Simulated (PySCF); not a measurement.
**[La(NH3)2]3+: other functionals and bases at one geometry**

Aim: see how levels, charges and forces of [La(NH3)2]3+ depend on the level of theory. The structure is generated, not taken from experiment.

Program: PySCF 2.14.0. Level of theory: several levels, as the steps say, no spin–orbit coupling. These are calculated values, not measurements.

3 further runs of the same task are left out: 2 for a known fault of the program, 1 that didn't finish.

## (1) Starting geometry

9 atoms, charge 3, spin multiplicity 1.

Bond lengths: La1–N2 2.532 Å, La1–N6 2.532 Å, N2–H3 1.050 Å, N2–H4 1.049 Å, N2–H5 1.050 Å, N6–H7 1.050 Å, N6–H8 1.049 Å, N6–H9 1.050 Å. Angles: N2–La1–N6 114.7°, La1–N2–H3 114.7°, La1–N2–H4 116.7°, La1–N2–H5 115.7°, H3–N2–H4 102.7°, H3–N2–H5 102.4°, H4–N2–H5 102.6°, La1–N6–H7 114.6°, La1–N6–H8 116.5°, La1–N6–H9 116.0°, H7–N6–H8 102.7°, H7–N6–H9 102.4°, H8–N6–H9 102.6°.

Geometry (Å):

```xyz
9

La    1.1610   -0.1132    0.0001
N    -0.1994    0.0190    2.1318
H     0.2858    0.4947    2.9326
H    -1.1124    0.5333    2.0779
H    -0.4788   -0.9016    2.5525
N    -0.1992    0.0160   -2.1322
H     0.2728   -0.3910   -2.9775
H    -1.1262   -0.4755   -2.1276
H    -0.4530    0.9818   -2.4576
```

Formal oxidation states: La +3. The 4f shell is empty and lies in the core potential. An earlier session relaxed this geometry at BP86, La lcecp-1-SVP with ECP46, N def2-SVP, H def2-SVP (singlet, point group C1).

At BP86 on the finer grid: E = -143.560837 Eh, HOMO -23.62 eV, LUMO -18.52 eV, Mulliken charge on La1 +2.12 e, largest force component 0.009 eV/Å. The large-core potential holds the 4f shell empty.

Levels to run: B3LYP; wB97X; M06-L; PBE0; BP86, TZVP; BP86, x2c-SVP. Hardware: 2 threads of Arm Neoverse V1, shared host.

## (2) B3LYP

File run.py (the lines that set the calculation):

```python
mol = gto.M(atom='''
La     1.16101    -0.11317     0.00012
N     -0.19940     0.01903     2.13182
H      0.28585     0.49473     2.93259
H     -1.11244     0.53334     2.07791
H     -0.47884    -0.90165     2.55250
N     -0.19919     0.01597    -2.13217
H      0.27280    -0.39098    -2.97754
H     -1.12622    -0.47553    -2.12759
H     -0.45303     0.98175    -2.45764''',
    basis={'La': 'lcecp-1-SVP', 'N': 'def2-SVP', 'H': 'def2-SVP'},
    ecp={'La': 'lcecp-1-SVP'},
    charge=3, spin=0)
mf = dft.RKS(mol, xc='B3LYP')
mf.grids.atom_grid = (75, 302)  # f atoms: unpruned, at least (60, 302)
mf = mf.density_fit()  # fitting sets: La AutoAux, N def2-universal-JKFIT, H def2-universal-JKFIT
mf.conv_tol = 1e-08; mf.max_cycle = 55
mf.kernel(dm0)  # dm0: the density of the relaxed state
```

Launch:

```console
$ OMP_NUM_THREADS=2 python run.py
```

Standard output:

```text
init E= -143.513808312769
  HOMO = -0.908830765396439  LUMO = -0.652591503222749  gap/eV = 6.97263
cycle= 1 E= -143.514631401215  delta_E= -0.000823  |g|= 0.0386  |ddm|= 0.135
  HOMO = -0.90123135820052  LUMO = -0.661481102584272  gap/eV = 6.52394
cycle= 2 E= -143.514117313131  delta_E= 0.000514  |g|= 0.0625  |ddm|= 0.0988
  HOMO = -0.907054389870515  LUMO = -0.659439674593445  gap/eV = 6.73794
cycle= 3 E= -143.515030165174  delta_E= -0.000913  |g|= 0.00223  |ddm|= 0.051
  HOMO = -0.906781447897998  LUMO = -0.658589469950091  gap/eV = 6.75365
cycle= 4 E= -143.515032136222  delta_E= -1.97e-06  |g|= 0.000266  |ddm|= 0.00455
  HOMO = -0.906815562211399  LUMO = -0.658618505328816  gap/eV = 6.75379
cycle= 5 E= -143.515032152987  delta_E= -1.68e-08  |g|= 5.61e-05  |ddm|= 0.00032
  HOMO = -0.906814849525951  LUMO = -0.658632131295582  gap/eV = 6.75340
cycle= 6 E= -143.515032154047  delta_E= -1.06e-09  |g|= 1.12e-05  |ddm|= 0.000127
  HOMO = -0.906815497041281  LUMO = -0.658633154658469  gap/eV = 6.75339
Extra cycle  E= -143.515032154063  delta_E= -1.63e-11  |g|= 9.46e-06  |ddm|= 2.58e-05
converged SCF energy = -143.515032154063
```

It took 5.4 s on 2 threads of Arm Neoverse V1, shared host.

It gives: E = -143.515032 Eh, HOMO -24.68 eV, LUMO -17.92 eV, Mulliken charge on La1 +2.18 e, largest force component 0.360 eV/Å. The large-core potential holds the 4f shell empty.

## (3) wB97X

run.py (the lines that set the calculation), as its differences from that of step 2:

```diff
@@ -13,3 +13,3 @@
     charge=3, spin=0)
-mf = dft.RKS(mol, xc='B3LYP')
+mf = dft.RKS(mol, xc='WB97X')
 mf.grids.atom_grid = (75, 302)  # f atoms: unpruned, at least (60, 302)
```

Launch:

```console
$ OMP_NUM_THREADS=2 python run.py
```

Standard output:

```text
init E= -143.475150538156
  HOMO = -1.00738424327781  LUMO = -0.552211404978396  gap/eV = 12.38588
cycle= 1 E= -143.480120121299  delta_E= -0.00497  |g|= 0.0288  |ddm|= 0.21
  HOMO = -1.00309411547214  LUMO = -0.561393700845011  gap/eV = 12.01928
cycle= 2 E= -143.4803998142  delta_E= -0.00028  |g|= 0.0162  |ddm|= 0.0586
  HOMO = -1.00632412707259  LUMO = -0.560917780615217  gap/eV = 12.12012
cycle= 3 E= -143.48046800799  delta_E= -6.82e-05  |g|= 0.00667  |ddm|= 0.0168
  HOMO = -1.00533435814247  LUMO = -0.561010831522975  gap/eV = 12.09066
cycle= 4 E= -143.480482425785  delta_E= -1.44e-05  |g|= 0.00071  |ddm|= 0.00995
  HOMO = -1.00539449929744  LUMO = -0.561286275944808  gap/eV = 12.08480
cycle= 5 E= -143.480482899212  delta_E= -4.73e-07  |g|= 0.000186  |ddm|= 0.00242
  HOMO = -1.00540317630591  LUMO = -0.561304629675562  gap/eV = 12.08454
cycle= 6 E= -143.48048294589  delta_E= -4.67e-08  |g|= 3.17e-05  |ddm|= 0.000894
  HOMO = -1.0054037535608  LUMO = -0.561298565009282  gap/eV = 12.08472
cycle= 7 E= -143.480482947134  delta_E= -1.24e-09  |g|= 5.26e-06  |ddm|= 0.00014
  HOMO = -1.00540331515513  LUMO = -0.561299180147573  gap/eV = 12.08469
Extra cycle  E= -143.480482947159  delta_E= -2.48e-11  |g|= 2.46e-06  |ddm|= 1.33e-05
converged SCF energy = -143.480482947159
```

It took 7.1 s on 2 threads of Arm Neoverse V1, shared host.

Result: E = -143.480483 Eh, HOMO -27.36 eV, LUMO -15.27 eV, Mulliken charge on La1 +2.25 e, largest force component 0.456 eV/Å. The large-core potential holds the 4f shell empty.

## (4) M06-L

run.py (the lines that set the calculation), as its differences from that of step 3:

```diff
@@ -13,3 +13,3 @@
     charge=3, spin=0)
-mf = dft.RKS(mol, xc='WB97X')
+mf = dft.RKS(mol, xc='M06L')
 mf.grids.atom_grid = (75, 302)  # f atoms: unpruned, at least (60, 302)
```

Launch:

```console
$ OMP_NUM_THREADS=2 python run.py
```

Standard output:

```text
init E= -143.495199604547
  HOMO = -0.878186517414636  LUMO = -0.655520042601111  gap/eV = 6.05906
cycle= 1 E= -143.49886799479  delta_E= -0.00367  |g|= 0.0356  |ddm|= 0.27
  HOMO = -0.868303522028688  LUMO = -0.66460645896379  gap/eV = 5.54288
cycle= 2 E= -143.498351750004  delta_E= 0.000516  |g|= 0.0604  |ddm|= 0.113
  HOMO = -0.873519279921681  LUMO = -0.66136019627305  gap/eV = 5.77314
cycle= 3 E= -143.499318964991  delta_E= -0.000967  |g|= 0.00518  |ddm|= 0.0573
  HOMO = -0.872997389888204  LUMO = -0.65991620477941  gap/eV = 5.79823
cycle= 4 E= -143.49932830908  delta_E= -9.34e-06  |g|= 0.000562  |ddm|= 0.00856
  HOMO = -0.873090693764295  LUMO = -0.660004989231697  gap/eV = 5.79836
cycle= 5 E= -143.49932839229  delta_E= -8.32e-08  |g|= 0.000134  |ddm|= 0.000697
  HOMO = -0.87307954005096  LUMO = -0.660027052190313  gap/eV = 5.79745
cycle= 6 E= -143.499328398109  delta_E= -5.82e-09  |g|= 1.88e-05  |ddm|= 0.000221
  HOMO = -0.873078356008087  LUMO = -0.660025568339777  gap/eV = 5.79746
Extra cycle  E= -143.499328398162  delta_E= -5.31e-11  |g|= 1.43e-05  |ddm|= 3.92e-05
converged SCF energy = -143.499328398162
```

It took 8.3 s on 2 threads of Arm Neoverse V1, shared host.

Result: E = -143.499328 Eh, HOMO -23.76 eV, LUMO -17.96 eV, Mulliken charge on La1 +2.25 e, largest force component 0.491 eV/Å. The large-core potential holds the 4f shell empty.

## (5) PBE0

run.py (the lines that set the calculation), as its differences from that of step 4:

```diff
@@ -13,3 +13,3 @@
     charge=3, spin=0)
-mf = dft.RKS(mol, xc='M06L')
+mf = dft.RKS(mol, xc='PBE0')
 mf.grids.atom_grid = (75, 302)  # f atoms: unpruned, at least (60, 302)
```

Launch:

```console
$ OMP_NUM_THREADS=2 python run.py
```

Standard output:

```text
init E= -143.368582961047
  HOMO = -0.919171348606168  LUMO = -0.64190006831084  gap/eV = 7.54494
cycle= 1 E= -143.370607770575  delta_E= -0.00202  |g|= 0.0183  |ddm|= 0.165
  HOMO = -0.916049602202284  LUMO = -0.64969146084187  gap/eV = 7.24797
cycle= 2 E= -143.370603119484  delta_E= 4.65e-06  |g|= 0.0215  |ddm|= 0.0567
  HOMO = -0.91824217124568  LUMO = -0.64792797091884  gap/eV = 7.35562
cycle= 3 E= -143.370720892227  delta_E= -0.000118  |g|= 0.0036  |ddm|= 0.0223
  HOMO = -0.917706461712652  LUMO = -0.647181385446753  gap/eV = 7.36136
cycle= 4 E= -143.370723740174  delta_E= -2.85e-06  |g|= 0.000285  |ddm|= 0.00364
  HOMO = -0.917725332542148  LUMO = -0.647220928638174  gap/eV = 7.36080
cycle= 5 E= -143.370723761876  delta_E= -2.17e-08  |g|= 5.77e-05  |ddm|= 0.000378
  HOMO = -0.917723379389248  LUMO = -0.647235121161091  gap/eV = 7.36036
cycle= 6 E= -143.370723762899  delta_E= -1.02e-09  |g|= 4.92e-06  |ddm|= 0.000116
  HOMO = -0.917722946559333  LUMO = -0.647235654654164  gap/eV = 7.36033
Extra cycle  E= -143.370723762906  delta_E= -7.16e-12  |g|= 3.87e-06  |ddm|= 1.34e-05
converged SCF energy = -143.370723762906
```

Wall time 4.7 s (2 threads of Arm Neoverse V1, shared host).

It gives: E = -143.370724 Eh, HOMO -24.97 eV, LUMO -17.61 eV, Mulliken charge on La1 +2.20 e, largest force component 0.400 eV/Å. The large-core potential holds the 4f shell empty.

## (6) BP86, TZVP

Basis: La lcecp-1-TZVP with ECP46, N def2-TZVP, H def2-TZVP. 

run.py (the lines that set the calculation), as its differences from that of step 5:

```diff
@@ -10,6 +10,6 @@
 H     -0.45303     0.98175    -2.45764''',
-    basis={'La': 'lcecp-1-SVP', 'N': 'def2-SVP', 'H': 'def2-SVP'},
-    ecp={'La': 'lcecp-1-SVP'},
+    basis={'La': 'lcecp-1-TZVP', 'N': 'def2-TZVP', 'H': 'def2-TZVP'},
+    ecp={'La': 'lcecp-1-TZVP'},
     charge=3, spin=0)
-mf = dft.RKS(mol, xc='PBE0')
+mf = dft.RKS(mol, xc='B88,P86')
 mf.grids.atom_grid = (75, 302)  # f atoms: unpruned, at least (60, 302)
@@ -17,2 +17,2 @@
 mf.conv_tol = 1e-08; mf.max_cycle = 55
-mf.kernel(dm0)  # dm0: the density of the relaxed state
+mf.kernel(dm0)  # dm0: free metal ions and neutral atoms
```

Launch:

```console
$ OMP_NUM_THREADS=2 python run.py
```

Standard output:

```text
init E= -136.595445197118
  HOMO = -1.30891437622282  LUMO = -0.710926797674477  gap/eV = 16.27207
cycle= 1 E= -141.563162557899  delta_E= -4.97  |g|= 3.51  |ddm|= 2.15
  HOMO = -0.62616159842882  LUMO = -0.620211430810388  gap/eV = 0.16191
cycle= 2 E= -123.49694789453  delta_E= 18.1  |g|= 5.98  |ddm|= 6.68
  HOMO = -0.844678193669658  LUMO = -0.5858759782199  gap/eV = 7.04237
cycle= 3 E= -143.087611819566  delta_E= -19.6  |g|= 1.35  |ddm|= 7.12
  HOMO = -0.893970739334773  LUMO = -0.716911663833286  gap/eV = 4.81802
cycle= 4 E= -143.6609079558  delta_E= -0.573  |g|= 0.346  |ddm|= 2.74
  HOMO = -0.856047518244502  LUMO = -0.683038617778076  gap/eV = 4.70781
cycle= 5 E= -143.69132748391  delta_E= -0.0304  |g|= 0.124  |ddm|= 0.522
  HOMO = -0.860714556480019  LUMO = -0.67507042142206  gap/eV = 5.05163
cycle= 6 E= -143.694860934152  delta_E= -0.00353  |g|= 0.0353  |ddm|= 0.139
  HOMO = -0.864414862082447  LUMO = -0.677578509509816  gap/eV = 5.08408
cycle= 7 E= -143.695095799671  delta_E= -0.000235  |g|= 0.0183  |ddm|= 0.0357
  HOMO = -0.865242000076685  LUMO = -0.677853713324602  gap/eV = 5.09910
cycle= 8 E= -143.69515694254  delta_E= -6.11e-05  |g|= 0.00667  |ddm|= 0.0135
  HOMO = -0.865079305013228  LUMO = -0.677610160296156  gap/eV = 5.10130
cycle= 9 E= -143.695166946981  delta_E= -1e-05  |g|= 0.000505  |ddm|= 0.00453
  HOMO = -0.865055162020543  LUMO = -0.677575109050195  gap/eV = 5.10159
cycle= 10 E= -143.695167004242  delta_E= -5.73e-08  |g|= 0.000105  |ddm|= 0.000682
  HOMO = -0.865059417230205  LUMO = -0.677575704793896  gap/eV = 5.10169
cycle= 11 E= -143.695167006713  delta_E= -2.47e-09  |g|= 1.93e-05  |ddm|= 8.36e-05
  HOMO = -0.865063453317027  LUMO = -0.677577143171986  gap/eV = 5.10176
Extra cycle  E= -143.695167006648  delta_E= 6.5e-11  |g|= 2.68e-05  |ddm|= 3.1e-05
converged SCF energy = -143.695167006648
```

Wall time 14 s (2 threads of Arm Neoverse V1, shared host).

Read off: E = -143.695167 Eh, HOMO -23.54 eV, LUMO -18.44 eV, Mulliken charge on La1 +2.28 e, largest force component 0.328 eV/Å. The large-core potential holds the 4f shell empty.

## (7) BP86, x2c-SVP

Basis: La x2c-SVPall, N x2c-SVPall, H x2c-SVPall. All electrons are treated, with the spin-free X2C Hamiltonian.

File run.py (the lines that set the calculation):

```python
mol = gto.M(atom='''
La     1.16101    -0.11317     0.00012
N     -0.19940     0.01903     2.13182
H      0.28585     0.49473     2.93259
H     -1.11244     0.53334     2.07791
H     -0.47884    -0.90165     2.55250
N     -0.19919     0.01597    -2.13217
H      0.27280    -0.39098    -2.97754
H     -1.12622    -0.47553    -2.12759
H     -0.45303     0.98175    -2.45764''',
    basis={'La': 'x2c-SVPall', 'N': 'x2c-SVPall', 'H': 'x2c-SVPall'},
    nucmod='G',
    charge=3, spin=0)
mf = dft.RKS(mol, xc='B88,P86')
mf.grids.atom_grid = (99, 590)  # f atoms: unpruned, at least (60, 302)
mf = mf.density_fit()  # fitting sets: La AutoAux, N AutoAux, H AutoAux
mf = mf.sfx2c1e()
mf.conv_tol = 1e-08; mf.max_cycle = 55
mf.kernel(dm0)  # dm0: free metal ions and neutral atoms
```

Launch:

```console
$ OMP_NUM_THREADS=2 python run.py
```

Standard output:

```text
init E= -8598.22420285186
  HOMO = -1.30074154741096  LUMO = -0.711653160235343  gap/eV = 16.02991
cycle= 1 E= -8603.25135715333  delta_E= -5.03  |g|= 3.03  |ddm|= 2.97
  HOMO = -0.730729149165913  LUMO = -0.729253718387567  gap/eV = 0.04015
cycle= 2 E= -8565.18837712  delta_E= 38.1  |g|=  9.6  |ddm|= 7.05
  HOMO = -0.589273985325948  LUMO = -0.470100897228019  gap/eV = 3.24286
cycle= 3 E= -8603.52719412695  delta_E= -38.3  |g|= 2.62  |ddm|= 6.79
  HOMO = -0.914616017330708  LUMO = -0.721482476517106  gap/eV = 5.25543
cycle= 4 E= -8605.2101002858  delta_E= -1.68  |g|= 0.325  |ddm|=  2.5
  HOMO = -0.872153635936439  LUMO = -0.695753359359541  gap/eV = 4.80010
cycle= 5 E= -8605.23012432937  delta_E= -0.02  |g|= 0.106  |ddm|= 0.263
  HOMO = -0.870906315642368  LUMO = -0.685298835289439  gap/eV = 5.05064
cycle= 6 E= -8605.23134238148  delta_E= -0.00122  |g|= 0.0321  |ddm|= 0.0944
  HOMO = -0.870658937908947  LUMO = -0.688102931677606  gap/eV = 4.96760
cycle= 7 E= -8605.23154958363  delta_E= -0.000207  |g|= 0.00519  |ddm|= 0.0305
  HOMO = -0.870665000247123  LUMO = -0.6874528886641  gap/eV = 4.98546
cycle= 8 E= -8605.23155775639  delta_E= -8.17e-06  |g|= 0.000762  |ddm|= 0.00579
  HOMO = -0.87064430353281  LUMO = -0.687551991195711  gap/eV = 4.98220
cycle= 9 E= -8605.2315578501  delta_E= -9.37e-08  |g|= 0.000587  |ddm|= 0.0011
  HOMO = -0.870651731685962  LUMO = -0.687553030976892  gap/eV = 4.98237
cycle= 10 E= -8605.23155792329  delta_E= -7.32e-08  |g|= 0.000145  |ddm|= 0.000499
  HOMO = -0.870658633141928  LUMO = -0.687546673429618  gap/eV = 4.98273
cycle= 11 E= -8605.2315579271  delta_E= -3.82e-09  |g|= 7.18e-06  |ddm|= 0.000126
  HOMO = -0.870658134344083  LUMO = -0.687548754599566  gap/eV = 4.98266
Extra cycle  E= -8605.23155792708  delta_E= 2.18e-11  |g|= 1.1e-05  |ddm|= 2.03e-05
converged SCF energy = -8605.23155792708
```

Wall time 31 s (2 threads of Arm Neoverse V1, shared host).

Result: E = -8605.231558 Eh, HOMO -23.69 eV, LUMO -18.71 eV, Mulliken charge on La1 +2.08 e, largest force component 0.454 eV/Å. 

## (8) Results

| level | state | HOMO (eV) | gap (eV) | charge on La1 (e) | dipole (D) | largest force (eV/Å) | basis functions | time |
| --- | --- | --- | --- | --- | --- | --- | --- | --- |
| BP86 (relaxed here) | singlet | -23.62 | 5.10 | 2.12 | 3.09 | 0.01 | 91 | 12 s |
| B3LYP | singlet | -24.68 | 6.75 | 2.18 | 2.83 | 0.36 | 91 | 5.4 s |
| wB97X | singlet | -27.36 | 12.08 | 2.25 | 2.50 | 0.46 | 91 | 7.1 s |
| M06-L | singlet | -23.76 | 5.80 | 2.25 | 2.68 | 0.49 | 91 | 8.3 s |
| PBE0 | singlet | -24.97 | 7.36 | 2.20 | 2.82 | 0.40 | 91 | 4.7 s |
| BP86, TZVP | singlet | -23.54 | 5.10 | 2.28 | 3.10 | 0.33 | 145 | 14 s |
| BP86, x2c-SVP | singlet | -23.69 | 4.98 | 2.08 | 3.14 | 0.45 | 124 | 31 s |

Times are on 2 threads of Arm Neoverse V1, shared host; the first row also made further properties. The dipole of a charged species depends on the origin, so these sizes hold for this origin alone.

In one basis the HOMO–LUMO gap runs from 5.10 eV (BP86) to 12.08 eV (wB97X). The largest leftover force, 0.49 eV/Å with M06-L, stands at a geometry relaxed at another level. The Mulliken charge on La spans +2.08 to +2.28 e over the levels. With 4f in the core, its levels are missing from HOMO and gap. Total energies of different levels can't be compared. Spin–orbit coupling is left out throughout.
